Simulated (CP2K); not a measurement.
# One shape, several levels: singlet C2H3Ge−

Wanted: a comparison of 3 runs (B3LYP/6-31G*, PBE0/TZV2P-MOLOPT-PBE0-GTH, AM1) of singlet C2H3Ge−. 

Program for the calculation: CP2K 2026.2.

9 further runs of the same task are left out: 3 that didn't finish, 6 set aside as unsound or not needed.

### 1 Starting point

C2H3Ge− has 6 atoms, charge -1, and is taken as a singlet. As SMILES of the parent species, `[C]#[C][GeH3]`. The shape is that of a PBE0-D4/def2-TZVP optimisation. That shape belongs to the parent species and isn't relaxed for this state.

Bond lengths: C1–C2 1.211 Å, C2–Ge3 1.905 Å, Ge3–H4 1.532 Å, Ge3–H5 1.532 Å, Ge3–H6 1.532 Å. Angles: C1–C2–Ge3 180.0°, C2–Ge3–H4 108.1°, C2–Ge3–H5 108.1°, C2–Ge3–H6 108.1°, H4–Ge3–H5 110.8°, H4–Ge3–H6 110.8°, H5–Ge3–H6 110.8°.

### 2 The energy at B3LYP/6-31G(d) (spherical functions) (run 1)

The input, molecule.xyz:

```xyz
6

C      1.063000    -1.993700     1.127200
C      0.554800    -1.039400     0.581600
Ge    -0.244200     0.461100    -0.277700
H     -1.482100    -0.028100    -1.035900
H      0.783700     1.059700    -1.242900
H     -0.633000     1.476400     0.801400
```

The input, job.inp:

```
&GLOBAL
  PROJECT_NAME job
  RUN_TYPE ENERGY
  PRINT_LEVEL MEDIUM
&END GLOBAL

&FORCE_EVAL
  METHOD QS
  &DFT
    BASIS_SET_FILE_NAME ./6_31gs.basis
    POTENTIAL_FILE_NAME POTENTIAL
    CHARGE -1
    &QS
      METHOD GAPW
      EPS_DEFAULT 1.0E-10
    &END QS
    &MGRID
      CUTOFF 280
      REL_CUTOFF 50
      NGRIDS 4
    &END MGRID
    &POISSON
      PERIODIC NONE
      POISSON_SOLVER WAVELET
    &END POISSON
    &SCF
      SCF_GUESS ATOMIC
      EPS_SCF 1.0E-07
      MAX_SCF 150
      ADDED_MOS 3
      &DIAGONALIZATION
        ALGORITHM STANDARD
      &END DIAGONALIZATION
      &MIXING
        METHOD DIRECT_P_MIXING
        ALPHA 0.4
      &END MIXING
    &END SCF
    &XC
      &XC_FUNCTIONAL
        &HYB_GGA_XC_B3LYP
        &END HYB_GGA_XC_B3LYP
      &END XC_FUNCTIONAL
      &HF
        FRACTION 0.2
        &SCREENING
          EPS_SCHWARZ 1.0E-10
        &END SCREENING
        &MEMORY
          MAX_MEMORY 1050
        &END MEMORY
      &END HF
    &END XC
    &PRINT
      &MOMENTS
        PERIODIC F
        REFERENCE COM
        MAX_MOMENT 1
      &END MOMENTS
      &MO ON
        ENERGIES T
        OCCUPATION_NUMBERS T
        NDIGITS 6
        &EACH
          QS_SCF 0
        &END EACH
        ADD_LAST NUMERIC
      &END MO
      &LOWDIN ON
      &END LOWDIN
      &HIRSHFELD OFF
      &END HIRSHFELD
      &MO_MOLDEN ON
        NDIGITS 8
      &END MO_MOLDEN
    &END PRINT
  &END DFT
  &SUBSYS
    &CELL
      ABC 13.5 13.5 13.5
      PERIODIC NONE
    &END CELL
    &TOPOLOGY
      COORD_FILE_NAME molecule.xyz
      COORD_FILE_FORMAT XYZ
      &CENTER_COORDINATES
      &END CENTER_COORDINATES
    &END TOPOLOGY
    &KIND C
      BASIS_SET 6-31Gs
      POTENTIAL ALL
      LEBEDEV_GRID 194
      RADIAL_GRID 100
    &END KIND
    &KIND Ge
      BASIS_SET 6-31Gs
      POTENTIAL ALL
      LEBEDEV_GRID 194
      RADIAL_GRID 100
    &END KIND
    &KIND H
      BASIS_SET 6-31Gs
      POTENTIAL ALL
      LEBEDEV_GRID 194
      RADIAL_GRID 100
    &END KIND
  &END SUBSYS
&END FORCE_EVAL
```

Command:

```bash
$ OMP_NUM_THREADS=1 cp2k.psmp -i job.inp > job.out 2>&1
```

Output:

```text
CP2K| version string:                                       CP2K version 2026.2
[...]
 GLOBAL| Method name                                                        CP2K
[...]
 GLOBAL| Run type                                                         ENERGY
[...]
 DFT| Spin restricted Kohn-Sham (RKS) calculation                            RKS
 DFT| Multiplicity                                                             1
[...]
 DFT| Charge                                                                  -1
[...]
 FUNCTIONAL| HYB_GGA_XC_B3LYP:
[...]
 QS| Method:                                                                GAPW
[...]
 QS| Density cutoff [a.u.]:                                                140.0
[...]
 QS| Relative density cutoff [a.u.]:                                        25.0
[...]
                             - Atoms:                                          6
[...]
                             - Spherical basis functions:                     66
[...]
 Number of electrons:                                                         48
[...]
     1 P_Mix/Diag. 0.40E+00   22.9     1.34675434     -2181.4869927867 -2.18E+03
[...]
    15 DIIS/Diag.  0.11E-06   12.3     0.00000005     -2154.6654204229 -1.36E-12
  *** SCF run converged in    15 steps ***
[...]
  Overlap energy of the core charge distribution:               0.00007273139770
  Self energy of the core charge distribution:               -597.39222395999070
  Core Hamiltonian energy:                                  -1716.87939476601696
  Hartree energy:                                             148.47960413545920
  Exchange-correlation energy:                                -15.38848456222061
  Hartree-Fock Exchange energy:                               -17.79017851470398
[...]
                     Mulliken Population Analysis
 #  Atom  Element  Kind  Atomic population                           Net charge
       1     C        1          6.394421                             -0.394421
       2     C        1          6.174997                             -0.174997
       3     Ge       2         32.355492                             -0.355492
       4     H        3          1.026037                             -0.026037
       5     H        3          1.024639                             -0.024639
       6     H        3          1.024414                             -0.024414
 # Total charge                             48.000000                 -1.000000
[...]
  Dipole moment [Debye]
    X= -0.3651027E+01 Y=  0.6861356E+01 Z= -0.3922788E+01  Total=      8.7061169
 ENERGY| Total FORCE_EVAL ( QS ) energy [hartree]          -2154.665420422850275
[...]
```

Run time: 3.3 min. Hardware: 1 thread of Intel Xeon at 2.70GHz, shared host; peak memory 1 GiB.

### 3 A single-point energy at PBE0/TZV2P-MOLOPT-PBE0-GTH (core potential) (run 2)

molecule.xyz is that of step 2.

The input, molecule.inp:

```
&GLOBAL
  PROJECT molecule
  RUN_TYPE ENERGY
  PRINT_LEVEL MEDIUM
&END

&FORCE_EVAL
  METHOD QS
  &DFT
    BASIS_SET_FILE_NAME BASIS_MOLOPT_UZH
    BASIS_SET_FILE_NAME BASIS_ADMM_UZH
    POTENTIAL_FILE_NAME POTENTIAL_UZH
    CHARGE -1
    MULTIPLICITY 1
    &QS
      METHOD GPW
      EPS_DEFAULT 1.0E-10
    &END
    &MGRID
      CUTOFF 400
      REL_CUTOFF 50
      NGRIDS 4
    &END
    &POISSON
      PERIODIC NONE
      POISSON_SOLVER WAVELET
    &END
    &SCF
      SCF_GUESS ATOMIC
      EPS_SCF 1.0E-06
      MAX_SCF 80
      ADDED_MOS 3
      &DIAGONALIZATION
        ALGORITHM STANDARD
      &END
      &MIXING
        METHOD DIRECT_P_MIXING
        ALPHA 0.4
      &END
    &END
    &XC
      &XC_FUNCTIONAL
        &PBE
          SCALE_X 0.75
          SCALE_C 1.0
        &END
      &END
      &HF
        FRACTION 0.25
        &SCREENING
          EPS_SCHWARZ 1.0E-09
          SCREEN_ON_INITIAL_P F
        &END
        &INTERACTION_POTENTIAL
          POTENTIAL_TYPE COULOMB
        &END
        &MEMORY
          MAX_MEMORY 1050
        &END
      &END
    &END
    &AUXILIARY_DENSITY_MATRIX_METHOD
      ADMM_TYPE ADMMS
      EXCH_CORRECTION_FUNC PBEX
    &END
    &PRINT
      &MOMENTS
        PERIODIC F
        REFERENCE COM
        MAX_MOMENT 1
      &END
      &MO ON
        ENERGIES T
        OCCUPATION_NUMBERS T
        NDIGITS 6
        &EACH
          QS_SCF 0
        &END
        ADD_LAST NUMERIC
      &END
      &HIRSHFELD OFF
      &END
    &END
  &END
  &SUBSYS
    &CELL
      ABC [angstrom] 13.5 13.5 13.5
      PERIODIC NONE
    &END
    &TOPOLOGY
      COORD_FILE_NAME molecule.xyz
      COORD_FILE_FORMAT XYZ
      &CENTER_COORDINATES
      &END
    &END
    &KIND C
      BASIS_SET ORB TZV2P-MOLOPT-PBE0-GTH-q4
      BASIS_SET AUX_FIT admm-tzp-q4
      POTENTIAL GTH-PBE0-q4
    &END
    &KIND Ge
      BASIS_SET ORB TZV2P-MOLOPT-PBE0-GTH-q4
      BASIS_SET AUX_FIT admm-tzp-q4
      POTENTIAL GTH-PBE0-q4
    &END
    &KIND H
      BASIS_SET ORB TZV2P-MOLOPT-PBE0-GTH-q1
      BASIS_SET AUX_FIT admm-tzp-q1
      POTENTIAL GTH-PBE0-q1
    &END
  &END
&END
```

Command:

```bash
$ OMP_NUM_THREADS=1 cp2k.psmp -i molecule.inp -o molecule.out
```

Output:

```text
CP2K| version string:                                       CP2K version 2026.2
[...]
 GLOBAL| Method name                                                        CP2K
[...]
 GLOBAL| Run type                                                         ENERGY
[...]
 DFT| Spin restricted Kohn-Sham (RKS) calculation                            RKS
 DFT| Multiplicity                                                             1
[...]
 DFT| Charge                                                                  -1
[...]
 FUNCTIONAL| PBE:
 QS| Method:                                                                 GPW
[...]
 QS| Density cutoff [a.u.]:                                                200.0
[...]
 QS| Relative density cutoff [a.u.]:                                        25.0
[...]
                             - Atoms:                                          6
[...]
                             - Spherical basis functions:                    129
[...]
 Number of electrons:                                                         16
[...]
     1 P_Mix/Diag. 0.40E+00   42.4     2.19354815       -14.9792413629 -1.50E+01
[...]
    17 DIIS/Diag.  0.20E-06   30.0     0.00000025       -16.9444711538 -1.12E-12
  *** SCF run converged in    17 steps ***
[...]
  Overlap energy of the core charge distribution:               0.00001528007870
  Self energy of the core charge distribution:                -39.23232024870899
  Core Hamiltonian energy:                                     11.52646462237433
  Hartree energy:                                              16.50465636531133
  Exchange-correlation energy:                                 -4.43573901594458
  Hartree-Fock Exchange energy:                                -1.30754815690283
  Total energy:                                               -16.94447115379205
[...]
                     Mulliken Population Analysis
 #  Atom  Element  Kind  Atomic population                           Net charge
       1     C        1          4.343425                             -0.343425
       2     C        1          4.397547                             -0.397547
       3     Ge       2          4.084829                             -0.084829
       4     H        3          1.058064                             -0.058064
       5     H        3          1.058062                             -0.058062
       6     H        3          1.058073                             -0.058073
 # Total charge                             16.000000                 -1.000000
[...]
 ENERGY| Total FORCE_EVAL ( QS ) energy [hartree]            -16.944471153792048
[...]
```

Run time: 9.3 min. Hardware: 1 thread of Intel Xeon at 2.70GHz, shared host; peak memory 2.3 GiB.

### 4 A single-point energy at AM1 (run 3)

molecule.xyz is that of step 3.

The input, mol.inp:

```
&GLOBAL
 PROJECT_NAME mol
 RUN_TYPE ENERGY
 PRINT_LEVEL MEDIUM
&END GLOBAL

&FORCE_EVAL
 METHOD QS
 &DFT
  CHARGE -1
  MULTIPLICITY 1
  # Quickstep
  &QS
   METHOD AM1
   EPS_DEFAULT 1.0E-10
   &SE
    &COULOMB
     CUTOFF [angstrom] 50
     RC_RANGE [angstrom] 0
    &END COULOMB
    &EXCHANGE
     CUTOFF [angstrom] 50
     RC_RANGE [angstrom] 0
    &END EXCHANGE
   &END SE
  &END QS
  # no periodic images
  &POISSON
   PERIODIC NONE
   POISSON_SOLVER ANALYTIC
  &END POISSON
  # SCF settings
  &SCF
   SCF_GUESS ATOMIC
   EPS_SCF 1.0E-07
   MAX_SCF 80
   ADDED_MOS 8
   &DIAGONALIZATION
    ALGORITHM STANDARD
   &END DIAGONALIZATION
   &MIXING
    METHOD DIRECT_P_MIXING
    ALPHA 0.4
   &END MIXING
  &END SCF
  # extra output
  &PRINT
   &MOMENTS
    PERIODIC F
    REFERENCE COM
    MAX_MOMENT 1
   &END MOMENTS
   &MO ON
    ENERGIES T
    OCCUPATION_NUMBERS T
    NDIGITS 6
    &EACH
     QS_SCF 0
    &END EACH
    ADD_LAST NUMERIC
   &END MO
   &HIRSHFELD OFF
   &END HIRSHFELD
  &END PRINT
 &END DFT
 &SUBSYS
  # vacuum box
  &CELL
   ABC [angstrom] 10.5 11.5 10.4
   PERIODIC NONE
  &END CELL
  &TOPOLOGY
   COORD_FILE_NAME molecule.xyz
   COORD_FILE_FORMAT XYZ
   &CENTER_COORDINATES
   &END CENTER_COORDINATES
  &END TOPOLOGY
 &END SUBSYS
&END FORCE_EVAL
```

Command:

```bash
$ OMP_NUM_THREADS=1 cp2k.psmp -i mol.inp > mol.out 2>&1
```

Output:

```text
CP2K| version string:                                       CP2K version 2026.2
[...]
 GLOBAL| Method name                                                        CP2K
[...]
 GLOBAL| Run type                                                         ENERGY
[...]
 *** WARNING in qs_environment.F:2210 :: More added MOs requested than     ***
 *** available. The full set of unoccupied MOs will be used. Use           ***
 *** 'ADDED_MOS -1' to always use all available MOs and to get rid of this ***
[...]
                             - Atoms:                                          6
[...]
                             - Spherical basis functions:                     15
[...]
 Number of electrons:                                                         16
[...]
     1 P_Mix/Diag. 0.40E+00    0.0     0.72287453       -10.3655166635 -1.04E+01
[...]
    18 DIIS/Diag.  0.36E-07    0.0     0.00000007       -13.7997337207 -5.29E-13
  *** SCF run converged in    18 steps ***
  Core-core repulsion energy [eV]:                            526.11935253838612
  Core Hamiltonian energy [eV]:                              -589.87223159504390
  Two-electron integral energy [eV]:                         -623.51394467292459
  Electronic energy [eV]:                                    -901.62920393150625
  Total energy [eV]:                                         -375.50985139312007
  Atomic reference energy [eV]:                               380.00948853482180
  Heat of formation [kcal/mol]:                               103.76410575361199
[...]
 SE_DIPOLE| Moment [Debye]          3.87772049      -7.28198888       4.16839960
 SE_DIPOLE| Derivative [a.u.]       0.00000000       0.00000000       0.00000000
 ENERGY| Total FORCE_EVAL ( QS ) energy [hartree]            -13.799733720732654
[...]
```

It took 1.7 s on 1 thread of Intel Xeon at 2.70GHz, shared host; peak memory 0.25 GiB.

### 5 The series

| run | level | core potential | scheme | energy (Eh) | HOMO energy (eV) | LUMO energy (eV) | HOMO–LUMO gap (eV) | wall time |
| --- | --- | --- | --- | --- | --- | --- | --- | --- |
| 1 | B3LYP/6-31G* (spherical functions) | none | GAPW | -2154.665420 | 0.12 | 5.53 | 5.41 | 3.3 min |
| 2 | PBE0/TZV2P-MOLOPT-PBE0-GTH (core potential) | GTH-PBE0 | GPW | -16.944471 | -1.04 | 5.21 | 6.24 | 9.3 min |
| 3 | AM1 | – | – | -13.799734 | -3.30 | 5.42 | 8.72 | 1.7 s |

### 6 Results

| quantity | value |
| --- | --- |
| run 3: total energy | -13.79973 Eh |
| run 3: HOMO energy | -3.30 eV |
| run 3: LUMO energy | 5.42 eV |
| run 3: HOMO–LUMO gap | 8.72 eV |
| run 3: heat of formation | 103.8 kcal/mol |

What this shows: The HOMO–LUMO gap runs from 5.41 eV (B3LYP/6-31G*) to 8.72 eV (AM1). The two ends differ in method and basis and Hamiltonian. The empty levels of an anion lie above zero and hang on the basis. Totals of different functionals can't be ranked against each other. Some runs of one species differ in core potentials or relativity; totals across that change don't compare. In run 1 the HOMO lies above zero, so the outermost electron may be held by the basis alone. All runs together took 13 min, the longest 9.3 min.
